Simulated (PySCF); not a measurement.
# CdH2: spin, charge, geometry and surroundings

Aim: change spin, charge, geometry, field or solvent of CdH2, one at a time, and compare with the base run.

Method: method and basis as typed in the scripts; program: PySCF 2.14.0.

1 further run of the same task is left out (it didn't finish).

### Step 1. The system as given

CdH2: 3 atoms, charge 0, spin multiplicity 1.

Bond lengths: Cd1–H2 1.728 Å, Cd1–H3 1.728 Å. Angles: H2–Cd1–H3 180.0°.

Coordinates:

```
Cd    0.0000    0.0000    0.0000
H     0.0000    0.0000    1.7279
H     0.0000    0.0000   -1.7279
```

### Step 2. The run that the others are compared with

File input.py:

```python
from pyscf import gto, scf

mol = gto.M(
    atom='Cd 0 0 0; H 0 0 1.7279; H 0 0 -1.7279',
    basis='x2c-svpall',
    charge=0,
    spin=0,
    verbose=4,
)
mf = scf.UHF(mol)
mf = mf.sfx2c1e()
mf.kernel()
mf.stability(internal=True, external=True)
mf.dip_moment()
print('orbital energies (hartree):', [e[max(0, n-3):n+3].round(4) for e, n in zip(mf.mo_energy, mol.nelec)])
```

Started as:

```sh
> OMP_NUM_THREADS=1 python input.py
```

The log of this run is left out.

It gives: E(SCF) = -5591.978616 Eh, 9 cycles, μ = 0.00 D, internal stable; real -> complex stable; UHF/UKS -> GHF/GKS stable.

### Step 3. Coordinates × 2.06

Edit 1 changes geometry: coordinates × 1.03 → coordinates × 2.06.

File input.py:

```python
from pyscf import gto, scf

mol = gto.M(
    atom='Cd 0 0 0; H 0 0 3.4559; H 0 0 -3.4559',
    basis='x2c-svpall',
    charge=0,
    spin=0,
    verbose=4,
)
mf = scf.UHF(mol)
mf = mf.sfx2c1e()
mf.kernel()
mf.stability(internal=True, external=True)
mf.dip_moment()
print('orbital energies (hartree):', [e[max(0, n-3):n+3].round(4) for e, n in zip(mf.mo_energy, mol.nelec)])
```

Started as:

```sh
> OMP_NUM_THREADS=1 python input.py
```

### Step 4. Charge +2

Edit 2 changes charge: 0 → 2.

input.py: that of step 2 with these lines changed.

```diff
@@ -5,3 +5,3 @@
     basis='x2c-svpall',
-    charge=0,
+    charge=2,
     spin=0,
```

### Step 5. Coordinates × 1.154

Edit 3 changes geometry: coordinates × 1.03 → coordinates × 1.154.

input.py: that of step 2 with these lines changed.

```diff
@@ -3,3 +3,3 @@
 mol = gto.M(
-    atom='Cd 0 0 0; H 0 0 1.7279; H 0 0 -1.7279',
+    atom='Cd 0 0 0; H 0 0 1.936; H 0 0 -1.936',
     basis='x2c-svpall',
```

Before running it: what results should come out? Wanted: for each run, E(SCF); from base; gap; SCF dipole; after the SCF.

The runs gave:

| run | E(SCF) (hartree) | from base (eV) | cycles | gap (eV) | SCF dipole (D) | after the SCF |
| --- | --- | --- | --- | --- | --- | --- |
| base | -5591.978616 | 0 | 9 | 11.66 | 0.00 | stable |
| coordinates × 2.06 | -5591.712309 | +7.2466 | 12 | 4.56 | 0.00 | unstable: internal, UHF/UKS -> GHF/GKS |
| charge +2 | -5590.882130 | +29.8369 | 9 | 5.80 | n/a | unstable: internal, UHF/UKS -> GHF/GKS |
| coordinates × 1.154 | -5591.961345 | +0.4700 | 10 | 11.09 | 0.00 | stable |

In words: The largest comparable shift of the SCF energy, +7.247 eV, comes with the run “coordinates × 2.06”. With coordinates × 2.06 the frontier gap moves by over 1.5 eV, which can mean another electronic state rather than the bond length alone.
